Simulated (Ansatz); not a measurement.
Write a Python script for Ansatz 0.2.0 through its Python package that makes densities of the highest filled and lowest empty bands of CsLaS2, space group R-3m. Settings: PBEsol, PAW, cutoff 558 eV, 4×4×4 k-points, fixed occupations.

The script reads `POSCAR`:
```text
CsLaS2
1.0
   2.16598061    1.25052949    8.10064674
  -2.16598061    1.25052949    8.10064674
   0.00000000   -2.50105897    8.10064674
Cs La S
1 1 2
Direct
   0.00000000    0.00000000    0.00000000
   0.50000000    0.50000000    0.50000000
   0.22908551    0.22908551    0.22908551
   0.77091449    0.77091449    0.77091449
```

`partial.py`:
```python
import itertools
import logging
import sys

import ansatz as az
from ase.io import read
import numpy as np

logging.basicConfig(stream=sys.stdout, format="%(name)s: %(message)s")
logger = logging.getLogger("calc")
logger.setLevel(logging.INFO)

SETTINGS = {
    "mesh": (4, 4, 4),
    "functional": "PBEsol",
    "filling": "fixed",
}


def main() -> None:
    atoms = read("POSCAR", format="vasp")
    cell = az.Crystal.from_ase(atoms)

    model = (
        cell.calculation()
        .basis(41 * az.Ry)
        .kpoints(*SETTINGS["mesh"])
        .functional(SETTINGS["functional"])
        .occupations(SETTINGS["filling"])
        .band_densities([("v3", "v1"), ("c1", "c1")])
    )
    result = model.run(threads=1, pin="off")
    r = result.report
    cell = np.asarray(result.lattice.cell_ang)
    for names, window in zip([("v3", "v1"), ("c1", "c1")], result.band_densities().windows):
        density = window.outcome.density
        rho = density.channels[0].density_e_per_ang3
        axes = density.fft_grid_basis @ cell
        points = np.stack(np.meshgrid(*(np.arange(n) / n for n in rho.shape), indexing="ij"), axis=-1)
        print("bands", names, "electrons", np.round(window.outcome.n_electrons, 3), "peak", round(float(rho.max()), 3), "e/A^3")
        for index, site in enumerate(result.lattice.sites):
            offset = points - np.asarray(site.position_ang) @ np.linalg.inv(axes)
            offset -= np.round(offset)
            distance = np.min([np.linalg.norm((offset + image) @ axes, axis=-1) for image in itertools.product((-1, 0, 1), repeat=3)], axis=0)
            logger.info(f"   {index} {site.symbol:2s} {100 * rho[distance < 1.0].sum() / rho.sum():5.1f} % within 1.0 A")


if __name__ == "__main__":
    main()
```

`python partial.py` gives:
```text
bands ('v3', 'v1') electrons [6.] peak 0.415 e/A^3
calc:    0 Cs   1.2 % within 1.0 A
calc:    1 La   4.2 % within 1.0 A
calc:    2 S   20.1 % within 1.0 A
calc:    3 S   20.1 % within 1.0 A
bands ('c1', 'c1') electrons [2.] peak 0.569 e/A^3
calc:    0 Cs   1.3 % within 1.0 A
calc:    1 La  24.0 % within 1.0 A
calc:    2 S    2.2 % within 1.0 A
calc:    3 S    2.2 % within 1.0 A
```

Caveats:
- Energy and stress may still move on a finer k-point mesh.
- Semilocal functionals put the empty 4f levels of La too low, which can move the conduction edge.
- The structure comes from a database of computed cells and needn't be a stable or known phase.
- The windows are summed over all k-points with every state counted as full, the empty ones too; where a window cuts a degenerate level its bands share the weight. Values near the nuclei depend on the potentials. Spheres that overlap count density twice, so shares are no populations.
- Wall time of the script: 5.6 s on 1 thread of Intel(R) Xeon(R) Platinum 8259CL CPU @ 2.50GHz (Skylake/Cascade Lake), with other jobs on the host, peak memory 0.56 GiB.
